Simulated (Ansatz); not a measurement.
**CH4BLiO (SMILES [Li][O]CB): one structure at several levels**

An exercise on one series of results from a longer session: the logs are not shown, and one member is left open.

The runs use Ansatz 0.2.0, Gaussian basis; single points in def2-TZVPP.

Correlated methods freeze the cores. The outer core shell of Li, Na, Mg and K is correlated. B3LYP uses VWN-RPA correlation.

## The system as given

SMILES `[Li][O]CB`, 8 atoms, charge 0, spin multiplicity 1.

Atoms are counted from 1 here; the program's logs count them from 0.

Bond lengths: Li1–O2 1.500 Å, O2–C3 1.361 Å, C3–B4 1.579 Å, C3–H5 1.097 Å, C3–H6 1.063 Å, B4–H7 1.113 Å, B4–H8 1.168 Å. Angles: Li1–O2–C3 171.0°, O2–C3–B4 117.4°, O2–C3–H5 110.9°, O2–C3–H6 110.4°, B4–C3–H5 106.4°, B4–C3–H6 105.7°, H5–C3–H6 105.2°, C3–B4–H7 118.6°, C3–B4–H8 121.3°, H7–B4–H8 119.8°.

Geometry (Å):

```csv
atom,x (Å),y (Å),z (Å)
Li1,-2.7114,-0.4914,0.2883
O2,-1.3542,0.1449,0.2385
C3,-0.0477,0.5230,0.1776
B4,1.0003,-0.5577,-0.2999
H5,0.0792,1.3895,-0.4825
H6,0.2893,0.8486,1.1322
H7,2.0662,-0.2543,-0.4079
H8,0.6610,-1.6210,-0.6453
```

The first run:

Contents of run/in.yaml:

```yaml
crystal:
  periodic: [false, false, false]
  atoms:
    - {symbol: Li, position_ang: [-2.711400, -0.491400, 0.288300]}
    - {symbol: O, position_ang: [-1.354200, 0.144900, 0.238500]}
    - {symbol: C, position_ang: [-0.047700, 0.523000, 0.177600]}
    - {symbol: B, position_ang: [1.000300, -0.557700, -0.299900]}
    - {symbol: H, position_ang: [0.079200, 1.389500, -0.482500]}
    - {symbol: H, position_ang: [0.289300, 0.848600, 1.132200]}
    - {symbol: H, position_ang: [2.066200, -0.254300, -0.407900]}
    - {symbol: H, position_ang: [0.661000, -1.621000, -0.645300]}
basis:
  gaussian: {orbitals: def2-TZVPP}
correlation: {method: ccsd_t}
output: {forces: true}
```

The command line of these runs was not kept.

Among the steps run: CCSD(T)/def2-TZVPP; PBE0-D4/def2-TZVPP; wB97M-V/def2-TZVPP; r2SCAN-D4/def2-TZVPP; PBE-D4/def2-TZVPP; BHLYP-D4/def2-TZVPP; B3LYP-D4/def2-TZVPP.

One table of the session follows, with a row left open; its other results are not shown here.

```
   method  RMS force component (eV/Å)  angle to CCSD(T) forces (°)  dipole (D)
  CCSD(T)                       0.947                    reference        4.95
  PBE0-D4                       1.005                          9.1        4.95
  wB97M-V                       0.946                          4.6        4.87
r2SCAN-D4                       1.010                          7.3        5.03
   PBE-D4                           ?                            ?           ?
 BHLYP-D4                       0.889                          9.3        4.92
 B3LYP-D4                       0.943                          5.0        4.83
```

Estimate the missing values for PBE-D4.

The run gave: RMS force component (eV/Å): 1.059; angle to CCSD(T) forces (°): 8.6; dipole (D): 4.85. In the column «RMS force component (eV/Å)» it is the highest.
